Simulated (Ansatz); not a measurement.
CH3I, SMILES CI: the interaction energy of a dimer with the counterpoise correction, run with Ansatz 0.2.0 through its Python package.

`dimer.py`
```python
import ansatz as az

FIRST = [
    ('C', (-0.0064, -0.1694, 0.1416)),
    ('I', (0.3632, 1.381, -1.2882)),
    ('H', (0.7036, -0.8786, 0.1339)),
    ('H', (-0.0662, 0.3052, 1.1334)),
    ('H', (-0.9943, -0.6383, -0.1205)),
]
SECOND = [
    ('C', (-2.2916, 2.0813, -3.7409)),
    ('I', (-0.8553, 2.762, -5.1756)),
    ('H', (-2.658, 2.827, -3.178)),
    ('H', (-3.1018, 1.5844, -4.2969)),
    ('H', (-1.7727, 1.3402, -3.073)),
]

def energy(atoms, ghosts=()):
    molecule = az.Crystal.molecule()
    for symbol, xyz in atoms:
        molecule = molecule.atom(symbol, xyz)
    calc = (
        molecule.calculation()
        .basis(gaussian='def2-SVP')
        .functional('b3lyp')
    )
    deck = calc.input()
    if ghosts:
        deck = deck.set(az.key.basis.gaussian.ghost_atoms, [{'symbol': s, 'position_ang': list(xyz)} for s, xyz in ghosts])
    return az.Session.from_dict(deck).plan().execute().report['free_energy_ev']

both = energy(FIRST + SECOND)
alone = energy(FIRST) + energy(SECOND)
ghosted = energy(FIRST, SECOND) + energy(SECOND, FIRST)
print(f'dimer {both:.6f} eV')
print(f'interaction, uncorrected   {23.060548 * (both - alone):8.3f} kcal/mol')
print(f'interaction, counterpoise  {23.060548 * (both - ghosted):8.3f} kcal/mol')
print(f'basis-set superposition    {23.060548 * (alone - ghosted):8.3f} kcal/mol')
```

How large is the interaction at this pose, and how much of it is basis-set superposition?

Uncorrected it is 1.358 kcal/mol, with the counterpoise correction 1.705 kcal/mol; the difference, 0.35 kcal/mol, is the superposition error. In this basis both values are repulsive.

The run itself:

`python dimer.py` gives:
```text
dimer -18376.693017 eV
interaction, uncorrected      1.358 kcal/mol
interaction, counterpoise     1.705 kcal/mol
basis-set superposition       0.347 kcal/mol
```

What to keep in mind:
- Total energies depend on the basis set; only differences at equal settings carry meaning.
- The dimer is a generated trial pose of unrelaxed monomers, not a minimum, so the figure is no binding energy, and the basis set is small.
- def2 sets replace the cores of elements past krypton by effective core potentials.
- b3lyp holds the VWN-RPA fit, as in Gaussian; the form of ORCA and Turbomole is b3lyp5.
- This level lacks the dispersion part of the attraction (electrostatics and induction are there), which can decide the sign where the interaction is weak.
- Timing: 14 s on 1 thread of Arm Neoverse V2, on a shared host, peak memory 0.31 GiB.

(Lines on the test bed's own set-up are left out of the output.)
